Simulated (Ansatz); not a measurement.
This script for a polarisability from point charges of AlBr₂HO, SMILES [OH][Al]([Br])[Br] with the Ansatz DFT code, driven from Python holds a mistake.

`albr2ho_field.py`
```python
import ansatz as az
from ase import Atoms
import numpy as np

atoms = Atoms(["O", "Al", "Br", "Br", "H"], positions=[
    (0.08166, 1.22543, 0.08861),
    (-0.02721, -0.3983, -0.02871),
    (1.47235, -1.68507, 1.03614),
    (-1.675, -1.30821, -1.25137),
    (0.14819, 2.16615, 0.15533),
])
mol = az.Crystal.molecule_from_ase(atoms)

setup = (
    mol.calculation()
    .basis(gaussian="def2-SVP")
    .functional("hf")
    .spin("collinear", total=1)
    .forces()
)
centre = np.mean([site.position_ang for site in mol.cartesian_sites], axis=0)
field = 2 * 14.399645 * 3.0 / 30.0 ** 2


def dipole(axis, sign):
    arm = 30.0 * np.eye(3)[axis]
    pair = [{"charge": sign * 3.0, "position_ang": (centre - arm).tolist()}, {"charge": -sign * 3.0, "position_ang": (centre + arm).tolist()}]
    deck = setup.input().set(az.key.basis.gaussian.point_charges, pair)
    return np.array(az.Session.from_dict(deck).plan().execute().report["charge_distribution"]["dipole_moment_e_ang"])


print(f"field {field:.4f} V/A")
alpha = np.array([(dipole(axis, 1) - dipole(axis, -1)) / (2 * field) * 14.399645 for axis in range(3)])
print("polarisability tensor (A^3)")
print(np.array2string(alpha, precision=3, suppress_small=True))
print(f"mean {np.trace(alpha) / 3:.3f} A^3 = {np.trace(alpha) / 3 / 0.14818471:.2f} bohr^3")
```

Output of `python albr2ho_field.py`:
```text
field 0.0960 V/A
Traceback (most recent call last):
  File "albr2ho_field.py", line 33, in <module>
    alpha = np.array([(dipole(axis, 1) - dipole(axis, -1)) / (2 * field) * 14.399645 for axis in range(3)])
                       ~~~~~~^^^^^^^^^
  File "albr2ho_field.py", line 29, in dipole
    return np.array(az.Session.from_dict(deck).plan().execute().report["charge_distribution"]["dipole_moment_e_ang"])
                    ~~~~~~~~~~~~~~~~~~~~^^^^^^
ansatz.GaussianBasisError: a molecule whose nuclei and cores have a total charge of 92 cannot have a net charge of 0 together with 1 unpaired electrons
```

Why does it end like this?

The fault: the count of unpaired electrons doesn't fit the count of electrons. The change:

```diff
--- before
+++ after
@@ -17,3 +17,2 @@
     .functional("hf")
-    .spin("collinear", total=1)
     .forces()
```

With that change:

```console
$ python albr2ho_field.py
field 0.0960 V/A
polarisability tensor (A^3)
[[ 7.395 -0.176  1.762]
 [-0.181  6.671 -0.094]
 [ 1.751 -0.09   6.219]]
mean 6.762 A^3 = 45.63 bohr^3
```

What to keep in mind:
- The geometry is a force-field or estimated start, not a minimum of this method, and the basis set is short of its limit. The field of two point charges is only nearly even.
- Without diffuse functions polarisabilities are unreliable, as a rule too low, and they change with the bond lengths of this unrelaxed start.
- It ran for 14 s on 1 thread of Arm Neoverse V2 (shared host), peak memory 0.28 GiB.

(Lines on the test bed's own set-up are left out of the output.)
